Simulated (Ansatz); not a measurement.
Which YAML input does this script hand to the engine? (the Python package of Ansatz (0.2.0))

Script `deck.py`:
```python
"""Single point of HgBr3 through the engine session."""

from collections import Counter
import warnings

import ansatz as az
import numpy as np

warnings.simplefilter("ignore", az.DeckWarning)

inputs = {
    "crystal": {
        "lattice": [[8.94518, 0.0, 0.0], [-4.47259, 7.746753, 0.0], [0.0, 0.0, 3.843141]],
        "atoms": [
            {"symbol": "Hg", "position": [0.666667, 0.333333, 0.25]},
            {"symbol": "Hg", "position": [0.333333, 0.666667, 0.75]},
            {"symbol": "Br", "position": [0.393328, 0.196664, 0.75]},
            {"symbol": "Br", "position": [0.803336, 0.196664, 0.75]},
            {"symbol": "Br", "position": [0.803336, 0.606672, 0.75]},
            {"symbol": "Br", "position": [0.606672, 0.803336, 0.25]},
            {"symbol": "Br", "position": [0.196664, 0.803336, 0.25]},
            {"symbol": "Br", "position": [0.196664, 0.393328, 0.25]},
        ],
    },
    "kpoints": {"mp_grid": {"grid": [3, 3, 6]}},
    "hamiltonian": {"xc": "pbe"},
    "scf": {
        "occupations": {"method": "gaussian", "width": 0.15},
        "eigensolver": {"kind": "davidson"},
    },
    "basis": {"ecutwfc": 470, "precision": "f64"},
    "output": {"forces": True, "stress": True},
}

planned = az.Session.from_dict(inputs).plan(threads=1, pin="off")
result = planned.execute()
data = result.report

print("%-22s %14.5f eV" % ("F = E - TS", data["free_energy_ev"]))
print("%-22s %14.5f eV" % ("E", data["internal_energy_ev"]))
print("%-22s %14.5f eV" % ("Harris-Foulkes", data["harris_foulkes_ev"]))
print("%-22s %14.5f eV" % ("Fermi level", data["fermi_energy_ev"]))

# forces in eV per angstrom
print("forces (eV/A)")
for site, force in zip(result.lattice.sites, data["forces_ev_ang"]):
    print(f"  {site.symbol:2s} {force[0]:9.4f} {force[1]:9.4f} {force[2]:9.4f}")

# the stress is positive in compression
sigma = data["stress_gpa"]
voigt = [sigma[0][0], sigma[1][1], sigma[2][2], sigma[1][2], sigma[0][2], sigma[0][1]]
print("stress xx yy zz yz xz xy (GPa, compression positive):", " ".join(f"{s:.3f}" for s in voigt))
print("P =", round(10 * float(np.mean(voigt[:3])), 2), "kbar")

print("energy terms (eV)")
for term, value in data["components"].items():
    if abs(value) > 1e-9:
        print(f"  {term:26s} {value:16.5f}")

told = Counter((n["data"]["severity"], n["data"]["kind"]) for n in result.notices if n["event"] == "notice")
for (severity, kind), count in sorted(told.items()):
    print(f"{severity:8s} {kind} x{count}")
```

```console
$ python deck.py
F = E - TS               -44326.62918 eV
E                        -44326.49160 eV
Harris-Foulkes           -44326.62918 eV
Fermi level                   2.99854 eV
forces (eV/A)
  Hg    0.0000    0.0000    0.0000
  Hg    0.0000   -0.0000    0.0000
  Br    0.0667    0.0385    0.0000
  Br   -0.0667    0.0385    0.0000
  Br    0.0000   -0.0770    0.0000
  Br   -0.0667   -0.0385    0.0000
  Br    0.0667   -0.0385    0.0000
  Br    0.0000    0.0770    0.0000
stress xx yy zz yz xz xy (GPa, compression positive): -0.047 -0.047 -0.326 0.000 0.000 0.000
P = -1.4 kbar
energy terms (eV)
  e_band                          -1275.21069
  e_kinetic                        1993.87862
  e_local                        -10686.99338
  e_nonlocal                        569.97835
  e_hartree                        4465.16056
  e_xc                            -2015.75637
  e_vxc                           -1130.46755
  e_paw                          -33370.12106
  e_vpaw                           -951.91107
  e_augmentation_tail                 0.00120
  e_ewald                         -5282.63952
  e_smearing                         -0.13758
audit    preconditioner_resolved x1
```

`input.yaml`:
```yaml
crystal:
  lattice:
    - [8.94518, 0.0, 0.0]
    - [-4.47259, 7.746753, 0.0]
    - [0.0, 0.0, 3.843141]
  atoms:
    - { symbol: Hg, position: [0.666667, 0.333333, 0.25] }
    - { symbol: Hg, position: [0.333333, 0.666667, 0.75] }
    - { symbol: Br, position: [0.393328, 0.196664, 0.75] }
    - { symbol: Br, position: [0.803336, 0.196664, 0.75] }
    - { symbol: Br, position: [0.803336, 0.606672, 0.75] }
    - { symbol: Br, position: [0.606672, 0.803336, 0.25] }
    - { symbol: Br, position: [0.196664, 0.803336, 0.25] }
    - { symbol: Br, position: [0.196664, 0.393328, 0.25] }
kpoints:
  mp_grid: { grid: [3, 3, 6] }
hamiltonian:
  xc: pbe
scf:
  occupations: { method: gaussian, width: 0.15 }
  eigensolver: { kind: davidson }
basis:
  ecutwfc: 470
  precision: f64
output:
  forces: true
  stress: true
```

The program run on that file:
```console
$ ansatz run input.yaml --threads 1 --pin off --max-ram 3072MiB --backend cpu --events-out ev --progress --plain --runs-dir out
Warning: the atoms were moved onto the symmetric positions of the space group found under crystal.symmetry.tolerance 1.0e-5 (fractional; no operation is sought that the atoms, as they stand in a round, miss by more than twice it, and no atom is moved by as much as it), and the run uses the moved positions. Before a round's move an operation carried an atom to 8.95e-6 Å from where it should land, [...]
Engine: ansatz 0.2.0, aarch64-unknown-linux-gnu
Pseudopotentials: kind: paw
Pseudopotential: Hg, paw, valence charge 20, recommended cutoff 420 eV (normal), Hg.paw.azcp
Pseudopotential: Br, paw, valence charge 7, recommended cutoff 420 eV (normal), Br.paw.azcp
Functional definition: PBE
  parameter kappa = 0.804
  parameter beta = 0.06672455060314922
  exchange = pbe_x(kappa = kappa, mu = beta*pi^2/3)
  correlation = pbe_c(beta = beta)
Crystal: 8 atoms, lattice volume = 266.315 Å³
Basis set: ecut = 470 eV, 6169 PW (Γ), exchange–correlation on 128×128×60 points (8 copies of the dense FFT grid, shifted against one another)
Bands: 49, of which v1, the nominal top of the filled ones, is band 41 counted from 1 (40 counted from 0)
Symmetry: 24 space group operations
Space group: P63/mmc (ITA 194), of the structure as read, at distance tolerance 6.4e-5 Å
k-points: 12 of 54
Non-local potential: Hg, projectors of the file, l = 0: 3, l = 1: 2, l = 2: 2, l = 3: 1
Non-local potential: Br, projectors of the file, l = 0: 2, l = 1: 2, l = 2: 2
PAW form: soft (Blöchl's): semilocal exchange-correlation on the pseudo side does not see the compensation charge
PAW one-centre angular grid: Hg, 590 points (default); XC on 64 Gauss nodes
PAW one-centre angular grid: Br, 110 points (default); XC on 64 Gauss nodes
Initial density: superposition of atomic densities (neutral atoms: chi_scale 0, normalization atom), corrected by the library's trained network
Initial wavefunctions: pseudopotential atomic-orbital guess
Functional: x = pbe(κ = 0.804, μ = 0.2195149727645171), c = pbe(β = 0.06672455060314922)
SCF iter   1: F=—  HF=-44326.644879 eV  |F-HF|=—  |Δ(HF+E_count)|=         —  Δρ=3.93e-3  dr2=6.57e-2  ethr=1.77e-3  ⟨swp⟩=8.8  Hψ=2427  notcnv=0
preconditioner: auto → LDOS  [metal: Δε(μ)=0.071 eV  Ē_g=9.895 eV  σ=0.150 eV  W_gap=0.25  n_scr=56 (ndim 8)  ℏωp=18.5 eV  f_vac=0.126  D(μ)=11.73/eV (n_scr^D=104)  β→1.0]
SCF iter   2: F=—  HF=-44326.632031 eV  |F-HF|=—  |Δ(HF+E_count)|=   1.28e-2  Δρ=2.71e-3  dr2=2.08e-2  ethr=8.01e-5  ⟨swp⟩=3.4  Hψ=1446  notcnv=0  defer=1
iter 3 solved again at ethr=9.72e-7 eV; its pass at ethr=2.54e-5 eV (dr2=7.97e-4 eV) is discarded
SCF iter   3: F=—  HF=-44326.629218 eV  |F-HF|=—  |Δ(HF+E_count)|=   2.81e-3  Δρ=3.32e-4  dr2=8.12e-4  ethr=9.72e-7  ⟨swp⟩=2.4  Hψ=2430  notcnv=0
SCF iter   4: F=—  HF=-44326.629181 eV  |F-HF|=—  |Δ(HF+E_count)|=   3.67e-5  Δρ=1.35e-4  dr2=5.74e-5  ethr=9.72e-7  ⟨swp⟩=3.0  Hψ=1323  notcnv=0
SCF iter   5: F=—  HF=-44326.629176 eV  |F-HF|=—  |Δ(HF+E_count)|=   4.42e-6  Δρ=3.24e-5  dr2=2.12e-6  ethr=7.00e-8  ⟨swp⟩=3.0  Hψ=1376  notcnv=0
SCF iter   6: F=—  HF=-44326.629178 eV  |F-HF|=—  |Δ(HF+E_count)|=   1.80e-6  Δρ=7.28e-6  dr2=2.69e-7  ethr=2.58e-9  ⟨swp⟩=3.0  Hψ=1424  notcnv=0
SCF iter   7: F=-44326.629178 eV  HF=-44326.629178 eV  |F-HF|=2.15e-8  |Δ(HF+E_count)|=   6.01e-8  Δρ=2.73e-6  dr2=2.91e-8  ethr=3.28e-10  ⟨swp⟩=3.0  Hψ=1205  notcnv=0
SCF 1 converged in 7 iterations: F = -44326.629178 eV  dr2 = 2.91e-8
  Residual-converged pass: ⟨swp⟩=3.0  Hψ=1415  notcnv=0  max |occ|·‖R‖ = 9.4e-6 eV (tolerance 1.1e-5 eV)  dr2=2.74e-8  dr2_onsite=1.02e-9  max |Δocc| = 4.7e-11
  greatest PAW one-centre occupation: 1.000 electrons in one spin orbital (limit 2), on the Hg atom at site 1 (counted from 0), in its partial waves of l = 0
SCF converged after 7 iterations
Free energy (F): -44326.629178 eV
Harris-Foulkes:  -44326.629178 eV  (|F-HF|=2.15e-8)
Internal energy: -44326.491596 eV  (E = F + TS)
E sigma→0 (E₀):  -44326.560387 eV
Entropy (-TS):   -0.137583 eV (-17.198 meV/atom)
Fermi energy:    2.998545 eV
--- Per-component energies (eV) ---
  E_band       = -1275.210693
  E_kinetic    = 1993.878623
  E_local      = -10686.993380  (includes V_loc(G=0)·N_el)
  E_nonlocal   = 569.978352
  E_hartree    = 4465.160562
  E_xc         = -2015.756366
  E_vxc        = -1130.467550  (∫ρ·V_xc dr)
  E_paw        = -33370.121063  (= ΣΔE_a)
  E_vpaw       = -951.911071  (= ΣTr[D̂ρ^β])
  E_aug_tail   = 0.001200  (compensation charges beyond the density's cutoff)
  E_ewald      = -5282.639523
  E_smearing   = -0.137583  (= −TS)
  E_closure    = 0.000000  (closes the sum)
  Σ components = -44326.629178   (vs F -44326.629178, Δ=0.00e0)
--- Forces (eV/Å), atoms counted from 1 ---
  atom   1  Hg     0.00000000     0.00000000     0.00000000
  atom   2  Hg     0.00000000    -0.00000000     0.00000000
  atom   3  Br     0.06667645     0.03849566     0.00000000
  atom   4  Br    -0.06667645     0.03849566     0.00000000
  atom   5  Br     0.00000000    -0.07699133     0.00000000
  atom   6  Br    -0.06667645    -0.03849566     0.00000000
  atom   7  Br     0.06667645    -0.03849566     0.00000000
  atom   8  Br     0.00000000     0.07699133     0.00000000
  max |Σ_I F_I| component: 1.11e-16 eV/Å
--- Stress (GPa, compression-positive) ---
       -0.047362       0.000000       0.000000
        0.000000      -0.047362       0.000000
        0.000000       0.000000      -0.325942
  P = ⅓ Tr σ = -0.1402 GPa (-1.402 kbar)
```

These settings explore the input space; cutoff and mesh may be short of convergence. The energy terms are those on the plane-wave grid, with the one-centre PAW part apart; e_band, e_vxc and e_vpaw aren't summands of the total. For a metal this k-point mesh is coarse: on a finer one energies can move by several to tens of meV an atom and pressures by half a GPa or more, differences at one mesh by less. Only differences from the Fermi energy are physical; the zero of the scale is a convention. The free energy holds a sizeable smearing term, which stands for no physical temperature. The structure comes from a database of computed cells and needn't be a stable or known phase. Levels are Kohn-Sham eigenvalues on this mesh, without spin-orbit coupling. Hardware and time: 14 s on 1 thread of Arm Neoverse V2, with other jobs on the host, peak memory 0.58 GiB.

(Lines on the test bed's own set-up are left out of the output.)
